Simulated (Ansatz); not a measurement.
# C2H9BSSi: a ladder of functionals and wavefunction methods

Aim: compute C2H9BSSi with functionals from several rungs and with coupled cluster. The yardstick is the atomisation energy at the CCSD(T) limit.

The runs use Ansatz 0.2.0, Gaussian basis; functionals in def2-TZVPP, the program's frozen cores in correlated methods.

The runs, in order: PBE-D4, r2SCAN-D4, PBE0-D4, B3LYP-D4, ωB97X-V, ωB97M-V, B2PLYP; CCSD(T)/def2-TZVPP; MP2/def2-QZVPP; extrapolation to the limit.

**1. The relaxed structure**

All runs share one geometry, relaxed beforehand with PBE0-D4 in a triple-zeta def2 set.

SMILES `CCBS[SiH3]`, 14 atoms, charge 0, spin multiplicity 1.

Atoms are counted from 1 here; the program's logs count them from 0.

Bond lengths: C1–C2 1.529 Å, C1–H6 1.092 Å, C1–H7 1.093 Å, C1–H8 1.093 Å, C2–B3 1.560 Å, C2–H9 1.094 Å, C2–H10 1.102 Å, B3–S4 1.792 Å, B3–H11 1.201 Å, S4–Si5 2.148 Å, Si5–H12 1.483 Å, Si5–H13 1.484 Å, Si5–H14 1.483 Å. Angles: C2–C1–H6 111.5°, C2–C1–H7 111.2°, C2–C1–H8 111.2°, H6–C1–H7 107.9°, H6–C1–H8 107.5°, H7–C1–H8 107.4°, C1–C2–B3 114.1°, C1–C2–H9 110.9°, C1–C2–H10 108.7°, B3–C2–H9 112.2°, B3–C2–H10 104.8°, H9–C2–H10 105.5°, C2–B3–S4 120.7°, C2–B3–H11 120.5°, S4–B3–H11 118.8°, B3–S4–Si5 99.2°, S4–Si5–H12 110.4°, S4–Si5–H13 107.1° and more.

Coordinates:

```xyz
14

C    -1.0002    1.2001    1.9335
C     0.3236    0.9572    1.2089
B     0.2261   -0.0601    0.0301
S     1.0976    0.2357   -1.5077
Si    0.5762   -1.5688   -2.5504
H    -0.8684    1.8487    2.8026
H    -1.4393    0.2612    2.2792
H    -1.7297    1.6783    1.2752
H     0.7800    1.9035    0.9025
H     1.0359    0.5023    1.9163
H    -0.4173   -1.0673    0.1453
H     1.0906   -2.7534   -1.8210
H     1.2079   -1.4951   -3.8912
H    -0.8962   -1.6717   -2.6946
```

**2. PBE-D4 (GGA)**

File in.yaml:

```yaml
crystal:
  periodic: [false, false, false]
  atoms:
    - {symbol: C, position_ang: [-1.000203, 1.200098, 1.933484]}
    - {symbol: C, position_ang: [0.323634, 0.957232, 1.208940]}
    - {symbol: B, position_ang: [0.226074, -0.060136, 0.030121]}
    - {symbol: S, position_ang: [1.097610, 0.235748, -1.507684]}
    - {symbol: Si, position_ang: [0.576207, -1.568807, -2.550353]}
    - {symbol: H, position_ang: [-0.868364, 1.848721, 2.802551]}
    - {symbol: H, position_ang: [-1.439335, 0.261236, 2.279249]}
    - {symbol: H, position_ang: [-1.729654, 1.678318, 1.275202]}
    - {symbol: H, position_ang: [0.780044, 1.903488, 0.902538]}
    - {symbol: H, position_ang: [1.035877, 0.502348, 1.916253]}
    - {symbol: H, position_ang: [-0.417260, -1.067312, 0.145289]}
    - {symbol: H, position_ang: [1.090588, -2.753437, -1.820958]}
    - {symbol: H, position_ang: [1.207909, -1.495093, -3.891225]}
    - {symbol: H, position_ang: [-0.896227, -1.671704, -2.694608]}
basis:
  gaussian: {orbitals: def2-TZVPP}
hamiltonian: {xc: pbe, dispersion: d4}
output: {forces: true, orbitals: {seedname: orbitals}}
```

The run is started by

```
ansatz run in.yaml --threads 4 --pin off --events-out ev --progress --plain --max-ram 10444MiB
```

Further steps of the session: r2SCAN-D4 (meta-GGA); PBE0-D4 (hybrid); B3LYP-D4 (hybrid); ωB97X-V (range-separated); ωB97M-V (range-separated); B2PLYP (double hybrid); CCSD(T) in def2-TZVPP; MP2 in def2-QZVPP.

**Question.** What will the summary of the whole plan be? Wanted: atomisation energy, CCSD(T)/CBS; farthest; mean size of error, hybrid; mean size of error, range-separated; gap, smallest and largest; T1 diagnostic; triples share of the correlation energy.

**Answer**, as computed:

```
                               quantity                                 value
        atomisation energy, CCSD(T)/CBS                             51.851 eV
    functionals within 0.259 eV (0.5 %)                     PBE0-D4, B3LYP-D4
                               farthest                    PBE-D4 (+0.562 eV)
             mean size of error, hybrid                              0.165 eV
    mean size of error, range-separated                              0.300 eV
              gap, smallest and largest  4.75 eV (PBE-D4), 11.24 eV (ωB97X-V)
                          T1 diagnostic                                0.0123
triples share of the correlation energy                                 3.9 %
```

In words: PBE-D4 misses by +0.562 eV. Double hybrids carry the basis error of their MP2 part in triple zeta, and no dispersion term here, so their miss is partly the set-up's. Misses under about 0.259 eV are within the doubt on the reference itself, which lacks core-valence correlation, relativity and higher excitations. Hartree-Fock recovers 77 % of the binding; the rest is correlation. Orbital gaps span 4.8 to 11.2 eV; exact exchange widens them.
